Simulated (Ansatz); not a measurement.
From input file to script: CH4ClF2NSi, SMILES CN[Si](F)(F)Cl in Ansatz 0.2.0.

```yaml
crystal:
  periodic: [false, false, false]
  atoms:
    - { symbol: C, position_ang: [-0.3417, -0.5875, -1.2361] }
    - { symbol: "N", position_ang: [0.2824, 0.4409, -0.4253] }
    - { symbol: Si, position_ang: [0.1764, 0.483, 1.2561] }
    - { symbol: F, position_ang: [0.8104, -0.9261, 1.7816] }
    - { symbol: F, position_ang: [1.2036, 1.6269, 1.7404] }
    - { symbol: Cl, position_ang: [-1.689, 0.8403, 1.9211] }
    - { symbol: H, position_ang: [-0.0054, -1.5551, -1.0375] }
    - { symbol: H, position_ang: [-1.4371, -0.4979, -1.1094] }
    - { symbol: H, position_ang: [-0.1951, -0.3131, -2.2628] }
    - { symbol: H, position_ang: [1.2787, 0.4374, -0.6253] }
basis:
  gaussian:
    orbitals: def2-SVP
hamiltonian:
  xc: cam_b3lyp
relax:
  f_tol: 0.01
  max_steps: 100
```

At the Python prompt:
```pycon
>>> import itertools
>>> import ansatz as az
>>> from ase.data import atomic_numbers, covalent_radii
>>> import numpy as np
>>> config = {
...     "basis": "def2-SVP",
...     "functional": "CAM-B3LYP",
... }
>>> geometry_ang = [
...     ("C", [-0.3417, -0.5875, -1.2361]),
...     ("N", [0.2824, 0.4409, -0.4253]),
...     ("Si", [0.1764, 0.483, 1.2561]),
...     ("F", [0.8104, -0.9261, 1.7816]),
...     ("F", [1.2036, 1.6269, 1.7404]),
...     ("Cl", [-1.689, 0.8403, 1.9211]),
...     ("H", [-0.0054, -1.5551, -1.0375]),
...     ("H", [-1.4371, -0.4979, -1.1094]),
...     ("H", [-0.1951, -0.3131, -2.2628]),
...     ("H", [1.2787, 0.4374, -0.6253]),
... ]
>>> ch4clf2nsi = az.Crystal.molecule()
>>> for symbol, xyz in geometry_ang:
...     ch4clf2nsi = ch4clf2nsi.atom(symbol, xyz)
...
>>> model = (
...     ch4clf2nsi.calculation()
...     .basis(gaussian=config["basis"])
...     .functional(config["functional"])
... )
>>> symbols = [site.symbol for site in ch4clf2nsi.cartesian_sites]
>>> start = np.array([site.position_ang for site in ch4clf2nsi.cartesian_sites], dtype=float)
>>> def progress(event):
...     if event["event"] == "relax_step":
...         row = event["data"]
...         print(f"step {row['step']:3d}  E = {row['lagrangian_ev']:.6f} eV  largest force component {row['allowed_force_max_ev_ang']:.4f} eV/A")
...
>>> report = model.relax(force_tolerance=0.01, max_steps=100).session().plan().execute(on_event=progress).report
step   1  E = -28416.774356 eV  largest force component 2.5535 eV/A
step   2  E = -28417.013596 eV  largest force component 0.8907 eV/A
step   3  E = -28417.083710 eV  largest force component 0.4999 eV/A
step   4  E = -28417.116043 eV  largest force component 0.5209 eV/A
step   5  E = -28417.044356 eV  largest force component 2.1459 eV/A
step   6  E = -28417.143767 eV  largest force component 0.1514 eV/A
step   7  E = -28417.149710 eV  largest force component 0.0806 eV/A
step   8  E = -28417.144690 eV  largest force component 0.2439 eV/A
step   9  E = -28417.152536 eV  largest force component 0.0323 eV/A
step  10  E = -28417.154847 eV  largest force component 0.0952 eV/A
step  11  E = -28417.155849 eV  largest force component 0.0423 eV/A
step  12  E = -28417.153677 eV  largest force component 0.1955 eV/A
step  13  E = -28417.156092 eV  largest force component 0.0068 eV/A
step  14  E = -28417.156184 eV  largest force component 0.0064 eV/A
>>> end = np.array(report["positions_ang"])
>>> print("reference energy %16.6f eV" % report["reference_energy_ev"])
reference energy    -28417.156297 eV
>>> print("total energy     %16.6f eV" % report["free_energy_ev"])
total energy        -28417.156297 eV
>>> print("occupied orbitals outside the frozen core (up, down):", report["n_occupied"], " frozen:", report["n_frozen"], " virtual:", report["n_virtual"])
occupied orbitals outside the frozen core (up, down): [33, 33]  frozen: 0  virtual: [79, 79]
>>> # pairs closer than 1.2 times the sum of covalent radii, before or after
>>> radius = [covalent_radii[atomic_numbers[s]] for s in symbols]
>>> span = lambda where, i, j: np.linalg.norm(where[i] - where[j])
>>> bonded = [(i, j) for i, j in itertools.combinations(range(len(symbols)), 2) if min(span(start, i, j), span(end, i, j)) < 1.2 * (radius[i] + radius[j])]
>>> print("pair        before    after (A)")
pair        before    after (A)
>>> for i, j in bonded:
...     print(f"{symbols[i]}{i}-{symbols[j]}{j}".ljust(10), f"{span(start, i, j):8.4f} {span(end, i, j):8.4f}")
...
C0-N1        1.4507   1.4512
C0-H6        1.0435   1.1031
C0-H7        1.1063   1.0988
C0-H8        1.0728   1.1014
N1-Si2       1.6853   1.6818
N1-H9        1.0162   1.0151
Si2-F3       1.6321   1.6059
Si2-F4       1.6119   1.6025
Si2-Cl5      2.0124   2.0363
>>> charges = report["charge_distribution"]
>>> dipole = np.array(charges["dipole_moment_e_ang"]) * 4.803205
>>> print("dipole (D): {:.3f} {:.3f} {:.3f}, length {:.3f}".format(*dipole, np.linalg.norm(dipole)))
dipole (D): 0.200 -0.587 -2.874, length 2.940
>>> print("atom  Mulliken   Lowdin")
atom  Mulliken   Lowdin
>>> for symbol, m, l in zip(symbols, charges["mulliken_charges_e"], charges["lowdin_charges_e"]):
...     print(f"{symbol:4s} {m:9.3f} {l:8.3f}")
...
C        0.106    0.068
N       -0.414   -0.002
Si       0.939   -0.176
F       -0.310   -0.005
F       -0.315    0.005
Cl      -0.235    0.116
H        0.029   -0.013
H        0.023   -0.009
H        0.028   -0.009
H        0.147    0.026
```

What to keep in mind:
- Total energies depend on the basis set; only differences at equal settings carry meaning.
- The end point is the stationary point reached from this start; no frequency run checks that it is a minimum, and the basis set is modest.
- The Löwdin charges here are taken after orthogonalising the functions within each atom; they differ from plain Löwdin charges, and their signs can be unphysical.
- It ran for 72 s on 1 thread of AMD EPYC 9B14 (Zen 4) (shared host), peak memory 0.39 GiB.

(Lines on the test bed's own set-up are left out of the output.)
